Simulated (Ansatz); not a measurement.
# LaAl3As2H6O14 (Arsenoflorencite-(La)): the cost of one run

Computed with Ansatz 0.2.0 (DFT, PBE, plane-wave PAW, default files, scalar-relativistic, as far as a step names no other, unless a step's input says otherwise).

**1. The system as given**

It takes space group R-3m (No. 166, trigonal). The conventional cell has a = 7.032 Å, b = 7.032 Å, c = 16.515 Å, α = 90.00°, β = 90.00°, γ = 120.00°. Around La (site symmetry -3m) lie 12 O at 2.65 to 2.71 Å. Al (site symmetry 2/m) is surrounded by 6 O at 1.89 to 1.91 Å. H (site symmetry m) has 1 O at 0.90 Å as nearest neighbours. Around As (site symmetry 3m) lie 4 O at 1.65 to 1.68 Å. Around O (site symmetry 3m) lie 1 As at 1.65 Å and 3 H at 1.83 Å. O (site symmetry m) has 1 As at 1.68 Å and 1 Al at 1.91 Å as nearest neighbours. Around O (site symmetry m) lie 1 H at 0.90 Å.

Structure file:

```cif
data_structure
_symmetry_space_group_name_H-M 'P 1'
_symmetry_Int_Tables_number 1
_cell_length_a 6.8401
_cell_length_b 6.8401
_cell_length_c 6.8401
_cell_angle_alpha 61.861
_cell_angle_beta 61.861
_cell_angle_gamma 61.861
_cell_volume 235.72
loop_
_atom_site_label
_atom_site_type_symbol
_atom_site_fract_x
_atom_site_fract_y
_atom_site_fract_z
_atom_site_occupancy
La1 La 0.00000 0.00000 0.00000 1
Al1 Al 0.00000 0.00000 0.50000 1
Al2 Al 0.50000 0.00000 0.00000 1
Al3 Al 0.00000 0.50000 0.00000 1
H1 H 0.31600 0.73400 0.31600 1
H2 H 0.31600 0.31600 0.73400 1
H3 H 0.73400 0.31600 0.31600 1
H4 H 0.68400 0.26600 0.68400 1
H5 H 0.26600 0.68400 0.68400 1
H6 H 0.68400 0.68400 0.26600 1
As1 As 0.31492 0.31492 0.31492 1
As2 As 0.68508 0.68508 0.68508 1
O1 O 0.58543 0.58543 0.58543 1
O2 O 0.41457 0.41457 0.41457 1
O3 O 0.15022 0.53576 0.15022 1
O4 O 0.15022 0.15022 0.53576 1
O5 O 0.53576 0.15022 0.15022 1
O6 O 0.84978 0.46424 0.84978 1
O7 O 0.46424 0.84978 0.84978 1
O8 O 0.84978 0.84978 0.46424 1
O9 O 0.25974 0.89155 0.25974 1
O10 O 0.25974 0.25974 0.89155 1
O11 O 0.89155 0.25974 0.25974 1
O12 O 0.74026 0.10845 0.74026 1
O13 O 0.10845 0.74026 0.74026 1
O14 O 0.74026 0.74026 0.10845 1
```

**2. First run, atoms as given**

File input.yaml:

```yaml
crystal:
  lattice:
    - [3.5158, 2.0298480764, 5.5050333333]
    - [-3.5158, 2.0298480764, 5.5050333333]
    - [0.0, -4.0596961528, 5.5050333333]
  atoms:
    - { symbol: La, position: [0.0, 0.0, 0.0] }
    - { symbol: Al, position: [0.0, 0.0, 0.5] }
    - { symbol: Al, position: [0.5, 0.0, 0.0] }
    - { symbol: Al, position: [0.0, 0.5, 0.0] }
    - { symbol: H, position: [0.316, 0.734, 0.316] }
    - { symbol: H, position: [0.316, 0.316, 0.734] }
    - { symbol: H, position: [0.734, 0.316, 0.316] }
    - { symbol: H, position: [0.684, 0.266, 0.684] }
    - { symbol: H, position: [0.266, 0.684, 0.684] }
    - { symbol: H, position: [0.684, 0.684, 0.266] }
    - { symbol: As, position: [0.31492, 0.31492, 0.31492] }
    - { symbol: As, position: [0.68508, 0.68508, 0.68508] }
    - { symbol: O, position: [0.58543, 0.58543, 0.58543] }
    - { symbol: O, position: [0.41457, 0.41457, 0.41457] }
    - { symbol: O, position: [0.15022, 0.53576, 0.15022] }
    - { symbol: O, position: [0.15022, 0.15022, 0.53576] }
    - { symbol: O, position: [0.53576, 0.15022, 0.15022] }
    - { symbol: O, position: [0.84978, 0.46424, 0.84978] }
    - { symbol: O, position: [0.46424, 0.84978, 0.84978] }
    - { symbol: O, position: [0.84978, 0.84978, 0.46424] }
    - { symbol: O, position: [0.25974, 0.89155, 0.25974] }
    - { symbol: O, position: [0.25974, 0.25974, 0.89155] }
    - { symbol: O, position: [0.89155, 0.25974, 0.25974] }
    - { symbol: O, position: [0.74026, 0.10845, 0.74026] }
    - { symbol: O, position: [0.10845, 0.74026, 0.74026] }
    - { symbol: O, position: [0.74026, 0.74026, 0.10845] }
kpoints:
  mp_grid: { grid: [4, 4, 4] }
scf:
  occupations: { method: fermi_dirac, width: 0.02 }
hamiltonian:
  xc: pbe
  pseudopotentials: { kind: paw }
output:
  forces: true
  stress: true
  populations: true
  efg:
    quadrupole_moments_barn: { La: 0.206, Al: 0.1466, H: 0.00285783, As: 0.311, O: -0.02558 }
    contact_densities: true
```

Launch:

```console
ansatz run input.yaml --threads 1 --pin off --max-ram 2560MiB --backend cpu --events-out ev --progress --plain --runs-dir out
```

What time and memory should one allow on 1 thread of Arm Neoverse V2, shared host?

About 28 s, with a peak of 0.72 GiB.
